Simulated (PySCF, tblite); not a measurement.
# C₃H₄B₂BrF₃: geometry, infrared bands and NMR shifts

Wanted: the infrared bands and NMR shifts of C₃H₄B₂BrF₃ (`C=C[C@H](B(F)F)B(F)Br`), by calculation.

The runs use tblite 0.8.0 and PySCF 2.14.0, with density-fitted response routines of our own; the level of theory stands in each step. All values are computed, except where a source is named. Atoms are numbered from 0 throughout.

### Step 1. The starting structure

13 atoms, charge 0, multiplicity 1; geometry from: force field or distance geometry start.

Bonds of the start (Å): C0–C1 1.33, C1–C2 1.51, C2–B3 1.59, B3–F4 1.43, B3–F5 1.44, C2–B6 1.55, B6–F7 1.48, B6–Br8 2.01, C0–H9 1.09, C0–H10 1.09, C1–H11 1.07, C2–H12 1.13.

### Step 2. Optimising the geometry with GFN2-xTB

What the job is given:

```
{"job": {"kind": "relax", "xc": "GFN2-xTB", "basis": "xTB"}, "charge": 0, "multiplicity": 1}
C     -1.939700    -0.475400    -0.549200
C     -0.653200    -0.829900    -0.541500
C      0.201300    -0.124600     0.481200
B      0.165300     1.448500     0.231800
F      1.109200     2.237600     0.970000
F     -0.292700     1.970800    -1.034800
B      1.676700    -0.585400     0.538100
F      2.394600    -0.260900     1.785100
Br     2.771700    -0.859500    -1.122300
H     -2.218900     0.291100     0.180900
H     -2.654100    -0.921400    -1.236700
H     -0.264700    -1.582900    -1.197400
H     -0.299800    -0.307500     1.476900
```

Started as:

```console
> OMP_NUM_THREADS=1 python probes_run.py task.json out
```

The driver reads the jobs from task.json and runs them one after another.

**Question.** This job is followed by: GFN2-xTB harmonic vibrations, gas phase; GIAO PBE0/pcSseg-1 NMR shielding, non-relativistic, gas phase. What will the session give for the following? strongest single infrared mode (GFN2-xTB); zero-point energy (GFN2-xTB); ¹³C shifts against TMS (PBE0/pcSseg-1); ¹H shifts against TMS (PBE0/pcSseg-1); ¹¹B shifts against BF3·OEt2 (PBE0/pcSseg-1); ¹⁹F shifts against CFCl3 (PBE0/pcSseg-1, means over atoms taken as alike); ⁷⁹Br shifts against HBr (PBE0/pcSseg-1).

As calculated:

| quantity | value |
| --- | --- |
| strongest single infrared mode (GFN2-xTB) | 1219 cm⁻¹, 489 km/mol |
| zero-point energy (GFN2-xTB) | 47.1 kcal/mol |
| ¹³C shifts against TMS (PBE0/pcSseg-1) | 141.6, 121.5, 42.0 ppm |
| ¹H shifts against TMS (PBE0/pcSseg-1) | 6.58, 5.35, 5.25, 2.76 ppm |
| ¹¹B shifts against BF3·OEt2 (PBE0/pcSseg-1) | 49.1, 24.7 ppm |
| ¹⁹F shifts against CFCl3 (PBE0/pcSseg-1, means over atoms taken as alike) | 5.1, -66.9 ppm |
| ⁷⁹Br shifts against HBr (PBE0/pcSseg-1) | 348 ppm |

What this shows: The optimisation took 141 steps and gained 1.615 eV; among the close pairs (by a distance rule), B6–F7 changed most, from 1.475 to 1.315 Å. No mode is imaginary among the 33: a minimum at this level. The strongest single mode, at 1219 cm⁻¹, is carried by B3, B6, F7. GFN2-xTB is a fitted tight-binding method: band positions and strengths are rough. Its intensities can rank the bands wrongly. The most deshielded carbon is C1 (alkene CH), at 141.6 ppm: as expected for a trigonal carbon in a double bond. The most deshielded hydrogen is H11 (hydrogen on an alkene CH), at 6.58 ppm: olefinic region. At PBE0/pcSseg-1: The largest span, 954 ppm, is at Br8, where the paramagnetic term is -850 ppm. Spin-orbit coupling is left out, which matters for shieldings and couplings at and beside the heavy atoms.
